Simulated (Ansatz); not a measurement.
Predict the output of the script below (the Ansatz DFT code, driven from Python).

The script, `brh_x2c.py`:
```python
"""BrH(+) with and without the spin-free two-component Hamiltonian."""

import ansatz as az
import numpy as np

GEOMETRY = """
H     0.00000    0.00000    0.00000
Br    0.00000    0.00000    1.53500
"""

molecule = az.Crystal.molecule()
for line in GEOMETRY.strip().splitlines():
    symbol, *xyz = line.split()
    molecule = molecule.atom(symbol, [float(v) for v in xyz])

base = (
    molecule.calculation()
    .functional("pbe0")
    .charge(1)
    .spin("collinear", total=1)
    .forces()
)
# a set contracted for a scalar-relativistic Hamiltonian goes with the relativistic run
sets = {"none": "cc-pVTZ", "scalar": "cc-pVTZ-DK"}
found = {kind: base.basis(gaussian=basis).pseudopotentials(relativity=kind).run(threads=1).report for kind, basis in sets.items()}
for kind, each in found.items():
    dipole = 4.803205 * np.linalg.norm(each["charge_distribution"]["dipole_moment_e_ang"])
    print(f"{kind:7s} E = {each['free_energy_ev']:.4f} eV  dipole {dipole:.3f} D  largest force component {np.abs(each['forces_ev_ang']).max():.4f} eV/A")
print(f"relativity lowers the total energy by {found['none']['free_energy_ev'] - found['scalar']['free_energy_ev']:.3f} eV")
```

Output of `python brh_x2c.py`:
```text
none    E = -70044.0814 eV  dipole 1.649 D  largest force component 1.4284 eV/A
scalar  E = -70917.1549 eV  dipole 1.614 D  largest force component 1.4505 eV/A
relativity lowers the total energy by 873.073 eV
```

Total energies depend on the basis set; only differences at equal settings carry meaning. The geometry is a force-field or estimated start, not a minimum of this method. The basis set changes with the Hamiltonian (a set recontracted for scalar relativity), and most of the change in the total lies in the cores. The run takes the species as open-shell (spin multiplicity 2), which needn't be its ground state. An ion's dipole depends on the origin; the program takes it about the centre of nuclear charge. Run time: 2.9 s on 1 thread of Arm Neoverse V2, on a shared host, peak memory 0.17 GiB.
